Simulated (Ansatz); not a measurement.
**ZnRhSe3: from a guess to a relaxed structure**

Where does this trial cell of ZnRhSe3 go when cell and atoms are let free?

Computed with Ansatz 0.2.0 (DFT PBE, scalar-relativistic, plane waves, PAW, unless a step's input says otherwise).

## (1) The system as given

It takes space group Pm-3m (No. 221, cubic). Conventional cell: a = 4.880 Å, b = 4.880 Å, c = 4.880 Å, α = 90.00°, β = 90.00°, γ = 90.00°. Zn (site symmetry m-3m) is surrounded by 12 Se at 3.45 Å. Around Rh (site symmetry m-3m) lie 6 Se at 2.44 Å. Around Se (site symmetry 4/mmm) lie 2 Rh at 2.44 Å and 4 Zn at 3.45 Å.

As a file:

```xyz
5
Lattice="4.8798 0.0000 0.0000 0.0000 4.8798 0.0000 0.0000 0.0000 4.8798" Properties=species:S:1:pos:R:3 pbc="T T T"
Zn    0.0000    0.0000    0.0000
Rh    2.4399    2.4399    2.4399
Se    0.0000    2.4399    2.4399
Se    2.4399    0.0000    2.4399
Se    2.4399    2.4399    0.0000
```

The cell is invented: random cell by space group and Wyckoff sites (Pm-3m, No. 221). Its size is a rough estimate.

## (2) Probe: one point on a coarse mesh

The input, input.yaml:

```yaml
crystal:
  lattice:
    - [4.87979587, 0.0, 0.0]
    - [0.0, 4.87979587, 0.0]
    - [0.0, 0.0, 4.87979587]
  atoms:
    - { symbol: Zn, position: [0.0, 0.0, 0.0] }
    - { symbol: Rh, position: [0.5, 0.5, 0.5], spin: 1.0 }
    - { symbol: Se, position: [0.0, 0.5, 0.5] }
    - { symbol: Se, position: [0.5, 0.0, 0.5] }
    - { symbol: Se, position: [0.5, 0.5, 0.0] }
basis:
  ecutwfc: 420
kpoints:
  mp_grid: { grid: [4, 4, 4] }
hamiltonian:
  xc: pbe
scf:
  occupations: { method: gaussian, width: 0.1 }
  lower_state_search: "off"
output:
  forces: true
  stress: true
  eigenvalues: true
  populations: true
magnetization:
  spin_polarized: true
```

Launch:

```
> ansatz run input.yaml --threads 1 --pin off --max-ram 2560MiB --backend cpu --events-out ev --progress --plain --runs-dir out
```

The session goes on with these runs: a loose first relaxation; final relaxation.

What does the calculation give? Wanted: conventional cell; volume; energy over the elements; gap on the mesh.

As calculated:

| quantity | value |
| --- | --- |
| symmetry at the end (tolerance 0.05 Å) | space group Pm-3m (No. 221) |
| conventional cell | a = 4.900 Å, b = 4.900 Å, c = 4.900 Å, α = 90.00°, β = 90.00°, γ = 90.00° |
| volume | 23.54 Å³/atom |
| energy over the elements | +0.40 eV/atom |
| gap on the mesh | none (metal) |

What this shows: The space group Pm-3m (No. 221) is kept, and the volume per atom grows by 1.3 % from the first guess. The formation energy is positive, so the separate elements lie lower. No finished test with a distortion of lower symmetry is shown, so the end may be a saddle point. Some metallic runs here have no spin polarisation while others do; where cell and settings agree, the difference is what magnetism gains. Other magnetic orders were not searched.
